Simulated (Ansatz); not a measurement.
# W3N4: the cost of one run

Method: DFT LDA+U (U = 8 eV, J = 0.9 eV on W d), plane waves, PAW, no spin–orbit coupling unless a run says so, in Ansatz 0.2.0.

5 further runs of the same task are left out: 5 that didn't finish. Runs told in other sessions of the task aren't counted.

### 1 The structure to begin with

The structure is cubic, space group Pm-3m (No. 221). The conventional cell has a = 4.122 Å, b = 4.122 Å, c = 4.122 Å, α = 90.00°, β = 90.00°, γ = 90.00°. Around W (site symmetry 4/mmm) lie 6 N at 2.06 Å. Around N (site symmetry m-3m) lie 6 W at 2.06 Å. N (site symmetry 4/mmm) is surrounded by 4 W at 2.06 Å.

As a file:

```cif
data_structure
_symmetry_space_group_name_H-M 'P 1'
_symmetry_Int_Tables_number 1
_cell_length_a 4.1220
_cell_length_b 4.1220
_cell_length_c 4.1220
_cell_angle_alpha 90.000
_cell_angle_beta 90.000
_cell_angle_gamma 90.000
_cell_volume 70.04
loop_
_atom_site_label
_atom_site_type_symbol
_atom_site_fract_x
_atom_site_fract_y
_atom_site_fract_z
_atom_site_occupancy
W1 W 0.50000 0.50000 0.00000 1
W2 W 0.00000 0.50000 0.50000 1
W3 W 0.50000 0.00000 0.50000 1
N1 N 0.50000 0.50000 0.50000 1
N2 N 0.50000 0.00000 0.00000 1
N3 N 0.00000 0.50000 0.00000 1
N4 N 0.00000 0.00000 0.50000 1
```

An earlier series on this cell reached its lowest free state from «ferromagnetic start, free, natural orbitals of the symmetric run filled by rank», perhaps among other starts.

### 2 No spin polarisation

File input.yaml:

```yaml
crystal:
  lattice:
    - [4.12199953, 0.0, 0.0]
    - [0.0, 4.12199953, 0.0]
    - [0.0, 0.0, 4.12199953]
  atoms:
    - { symbol: W, position: [0.5, 0.5, 0.0] }
    - { symbol: W, position: [0.0, 0.5, 0.5] }
    - { symbol: W, position: [0.5, 0.0, 0.5] }
    - { symbol: "N", position: [0.5, 0.5, 0.5] }
    - { symbol: "N", position: [0.5, 0.0, 0.0] }
    - { symbol: "N", position: [0.0, 0.5, 0.0] }
    - { symbol: "N", position: [0.0, 0.0, 0.5] }
basis:
  ecutwfc: 420
  ecutrho_ratio: 4
kpoints:
  mp_grid: { grid: [5, 5, 5] }
hamiltonian:
  xc: lda
  hubbard:
    sites:
      - { site: 0, l: d, u: 8.0, j: 0.9 }
      - { site: 1, l: d, u: 8.0, j: 0.9 }
      - { site: 2, l: d, u: 8.0, j: 0.9 }
scf:
  occupations: { method: gaussian, width: 0.05 }
  lower_state_search: "off"
  max_iter: 150
output:
  forces: true
  stress: true
  eigenvalues: true
  populations: true
  hubbard: { sites: [{ site: 0, l: d }, { site: 1, l: d }, { site: 2, l: d }] }
```

On the command line:

```
$ ansatz run input.yaml --threads 4 --pin off --max-ram 6144MiB --backend cpu --events-out ev --progress --plain --runs-dir out
```

What time and memory should one allow on 4 threads of AMD EPYC 7R43 (Zen 3), shared host?

About 1.9 s, with a peak of 0.41 GiB.
